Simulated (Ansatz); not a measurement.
Working through the interaction energy of a dimer with the counterpoise correction of B2BrH3, SMILES BBBr

Program: the Ansatz DFT code, driven from Python.

Run as a notebook:

**Cell 1**
```python
import ansatz as az
```

**Cell 2**
```python
FIRST = [
    ('B', (-0.2329, -0.0344, -0.8478)),
    ('B', (0.2949, -0.194, 0.6777)),
    ('Br', (-0.077, 1.2053, 2.0557)),
    ('H', (-0.8244, 0.9892, -1.1412)),
    ('H', (-0.0758, -0.8218, -1.6973)),
    ('H', (0.9153, -1.1441, 0.9529)),
]
SECOND = [
    ('B', (-0.7784, 3.3817, 4.0258)),
    ('B', (-1.6557, 2.1851, 4.6812)),
    ('Br', (-0.7946, 0.5001, 5.3249)),
    ('H', (0.4193, 3.2029, 3.8942)),
    ('H', (-1.2094, 4.4022, 3.6528)),
    ('H', (-2.8128, 2.3232, 4.7558)),
]
```

**Cell 3**
```python
def energy(atoms, ghosts=()):
    molecule = az.Crystal.molecule()
    for symbol, xyz in atoms:
        molecule = molecule.atom(symbol, xyz)
    calc = (
        molecule.calculation()
        .basis(gaussian='def2-SVPD')
        .functional('hf')
        .accuracy('high')
    )
    deck = calc.input()
    if ghosts:
        deck = deck.set(az.key.basis.gaussian.ghost_atoms, [{'symbol': s, 'position_ang': list(xyz)} for s, xyz in ghosts])
    return az.Session.from_dict(deck).plan().execute().report['free_energy_ev']
```

**Cell 4**
```python
# ghost atoms carry the functions of the partner
both = energy(FIRST + SECOND)
alone = energy(FIRST) + energy(SECOND)
ghosted = energy(FIRST, SECOND) + energy(SECOND, FIRST)
print(f'dimer {both:.6f} eV')
print(f'interaction, uncorrected   {23.060548 * (both - alone):8.3f} kcal/mol')
print(f'interaction, counterpoise  {23.060548 * (both - ghosted):8.3f} kcal/mol')
print(f'basis-set superposition    {23.060548 * (alone - ghosted):8.3f} kcal/mol')
```
Output:
```text
dimer -142758.670734 eV
interaction, uncorrected      8.922 kcal/mol
interaction, counterpoise     9.502 kcal/mol
basis-set superposition       0.580 kcal/mol
```

Uncorrected it is 8.922 kcal/mol, with the counterpoise correction 9.502 kcal/mol; the difference, 0.58 kcal/mol, is the superposition error. In this basis both values are repulsive.

These settings explore the input space; basis and method may be short of convergence. The dimer is a generated trial pose of unrelaxed monomers, not a minimum, so the figure is no binding energy, and the basis set is small. Hartree-Fock leaves correlation out, so bond, atomisation and ionisation energies come out well too low. This level lacks the dispersion part of the attraction (electrostatics and induction are there), which can decide the sign where the interaction is weak. It ran for 88 s on 1 thread of Arm Neoverse V2, on a shared host, peak memory 1.4 GiB.

(Lines on the test bed's own set-up are left out of the output.)
